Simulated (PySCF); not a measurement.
# C6H7S+: excited-state relaxation

Aim: compute the excited-state relaxation of C6H7S+ (`Cc1ccc[s+]c1`).

Computed with PySCF 2.14.0 and routines of our own; the level stands in each step. Atoms count from 0.

### Step 1. The system as given

14 atoms, charge 1, multiplicity 1; geometry from: PBE0/6-31+G*.

### Step 2. Excited-state relaxation: TDA PBE0/6-31+G*

What the job is given:

```
{"job": {"kind": "xopt", "state": "S1", "method": "TDA", "freq": false, "xc": "PBE0", "basis": "6-31+G*", "grid": 1}, "charge": 1, "multiplicity": 1}
C      2.067957    -0.256490    -0.321785
C      0.622157     0.097233    -0.135840
C     -0.365777    -0.900912    -0.230058
C     -1.732067    -0.677306    -0.061189
C     -2.258007     0.569509     0.219796
S     -1.320055     1.955905     0.390565
C      0.255318     1.406558     0.140745
H      2.418624    -0.866201     0.519558
H      2.208548    -0.844670    -1.234582
H      2.702028     0.630749    -0.384123
H     -0.040516    -1.915377    -0.450200
H     -2.421906    -1.511983    -0.153351
H     -3.325560     0.729953     0.348510
H      1.000085     2.195994     0.216207
```

Level: TDA PBE0/6-31+G* excited-state geometry optimisation, gas phase.

The run is started by

```
$ OMP_NUM_THREADS=1 python excited_run.py task.json out
```

This one command runs all jobs of the session in turn.

The program printed:

```text
final grid: 54704 points
cycle   1  E = -630.3151436862  dE =  1.396e+00  |g| = 2.844e-01  |ddm| = 6.520e+00
cycle   2  E = -630.2990822481  dE =  1.606e-02  |g| = 3.640e-01  |ddm| = 1.718e+00
cycle   3  E = -630.3380827261  dE = -3.900e-02  |g| = 8.506e-02  |ddm| = 9.337e-01
cycle   4  E = -630.3400774364  dE = -1.995e-03  |g| = 3.038e-02  |ddm| = 2.888e-01
cycle   5  E = -630.3403161897  dE = -2.388e-04  |g| = 5.050e-03  |ddm| = 8.473e-02
cycle   6  E = -630.3403214165  dE = -5.227e-06  |g| = 2.201e-03  |ddm| = 1.754e-02
cycle   7  E = -630.3403225506  dE = -1.134e-06  |g| = 7.464e-04  |ddm| = 5.895e-03
cycle   8  E = -630.3403227031  dE = -1.524e-07  |g| = 2.612e-04  |ddm| = 1.996e-03
cycle   9  E = -630.3403227218  dE = -1.874e-08  |g| = 3.606e-05  |ddm| = 6.732e-04
cycle  10  E = -630.3403227221  dE = -3.181e-10  |g| = 1.440e-05  |ddm| = 1.519e-04
converged SCF energy = -630.3403227221

vertical S1 at the ground-state geometry: 4.9487 eV
step    E(state)/Eh    max force   excitation/eV  root
  0    -630.15590824   0.053688     4.9603      1
  1    -630.16603434   0.008822     4.5239      1
  2    -630.16635566   0.006798     4.4990      1
  3    -630.16680253   0.002600     4.4705      1
  4    -630.16860275   0.027263     3.9447      1
  5    -630.16977057   0.040592     3.1471      1
  6    -630.17662808   0.034316     2.4580      1
  7    -630.18169308   0.019285     1.7600      1
  8    -630.15711468   0.053742     1.2173      1
  9    -630.19092565   0.041202     0.4483      1
optimisation not converged (near crossing with ground state)
```

It took 1.9 min on 1 thread of Arm Neoverse V2, shared host; peak memory 0.8 GiB.

Diagnosis: The excited state lay within 0.8 eV of the ground state, the driver's bar for a possible crossing, so it stopped. Cure: use a multireference or spin-flip method there. Numbers from the part that failed are no properties of the molecule.

### Step 3. Excited-state relaxation: UKS PBE0/6-31+G*

The job, as its differences from that of step 2:

```diff
@@ -1,2 +1,2 @@
-{"job": {"kind": "xopt", "state": "S1", "method": "TDA", "freq": false, "xc": "PBE0", "basis": "6-31+G*", "grid": 1}, "charge": 1, "multiplicity": 1}
+{"job": {"kind": "xopt", "state": "T1", "method": "UKS", "freq": false, "xc": "PBE0", "basis": "6-31+G*", "grid": 1}, "charge": 1, "multiplicity": 1}
 C      2.067957    -0.256490    -0.321785
```

With the program's defaults for keys left out, this is: UKS PBE0/6-31+G* excited-state geometry optimisation, gas phase.

The program printed:

```text
final grid: 54704 points
cycle   1  E = -630.3151436862  dE =  1.396e+00  |g| = 2.844e-01  |ddm| = 6.520e+00
cycle   2  E = -630.2990822481  dE =  1.606e-02  |g| = 3.640e-01  |ddm| = 1.718e+00
cycle   3  E = -630.3380827261  dE = -3.900e-02  |g| = 8.506e-02  |ddm| = 9.337e-01
cycle   4  E = -630.3400774364  dE = -1.995e-03  |g| = 3.038e-02  |ddm| = 2.888e-01
cycle   5  E = -630.3403161897  dE = -2.388e-04  |g| = 5.050e-03  |ddm| = 8.473e-02
cycle   6  E = -630.3403214165  dE = -5.227e-06  |g| = 2.201e-03  |ddm| = 1.754e-02
cycle   7  E = -630.3403225506  dE = -1.134e-06  |g| = 7.464e-04  |ddm| = 5.895e-03
cycle   8  E = -630.3403227031  dE = -1.524e-07  |g| = 2.612e-04  |ddm| = 1.996e-03
cycle   9  E = -630.3403227218  dE = -1.874e-08  |g| = 3.606e-05  |ddm| = 6.732e-04
cycle  10  E = -630.3403227221  dE = -3.181e-10  |g| = 1.440e-05  |ddm| = 1.519e-04
converged SCF energy = -630.3403227221

vertical T1 at the ground-state geometry: 3.2216 eV
step    E(state)/Eh    max force   <S^2>
  0    -630.21880659   0.076056    2.0338
  1    -630.23378955   0.017653    2.0389
  2    -630.23427334   0.008420    2.0410
  3    -630.23444186   0.002869    2.0418
  4    -630.23448913   0.002903    2.0416
  5    -630.23452612   0.000674    2.0415
  6    -630.23453519   0.000775    2.0417
  7    -630.23454357   0.000286    2.0417
optimisation converged
vertical emission 2.5256 eV, adiabatic 2.8784 eV, Stokes shift 0.6960 eV, reorganisation 0.3432 (excited) and 0.3528 eV (ground)
```

Wall time 87 s (1 thread of Arm Neoverse V2, shared host); peak memory 0.68 GiB.

From this job:

| quantity | value |
| --- | --- |
| vertical gap at the ground-state geometry, T1 | 3.22 eV |
| adiabatic energy, T1 | 2.88 eV |
| vertical gap at the relaxed geometry, T1 | 2.53 eV |
| difference of the two gaps, T1 | 0.70 eV |
| geometry moved (RMSD), T1 | 0.068 Å |

Bonds of the start that changed most:

| bond | start (Å) | end (Å) |
| --- | --- | --- |
| C4–S5 | 1.683 | 1.812 |
| C1–C2 | 1.407 | 1.466 |
| C0–C1 | 1.500 | 1.470 |
| C6–C1 | 1.388 | 1.406 |
| C2–C3 | 1.395 | 1.384 |
| S5–C6 | 1.687 | 1.696 |

Mulliken spin populations:

C0 -0.03; C1 0.31; C2 0.69; C3 -0.34; C4 0.77; S5 0.38; C6 0.23; H7 0.04; H8 0.04; H9 0.00; H10 -0.03; H11 0.01; H12 -0.04; H13 -0.02

### Step 4. Results

| quantity | value |
| --- | --- |
| vertical gap at the ground-state geometry, T1 (step 3, UKS PBE0/6-31+G*) | 3.22 eV |
| adiabatic energy, T1 (step 3, UKS PBE0/6-31+G*) | 2.88 eV |
| vertical gap at the relaxed geometry, T1 (step 3, UKS PBE0/6-31+G*) | 2.53 eV |
| difference of the two gaps, T1 (step 3, UKS PBE0/6-31+G*) | 0.70 eV |
| runs | 1 failed, 0 ended on unsound input |

What this shows: Where no frequencies were run, the relaxed excited state may be a saddle. In step 3 (excited-state relaxation), among the bonds C4–S5 changes most, from 1.683 to 1.812 Å.
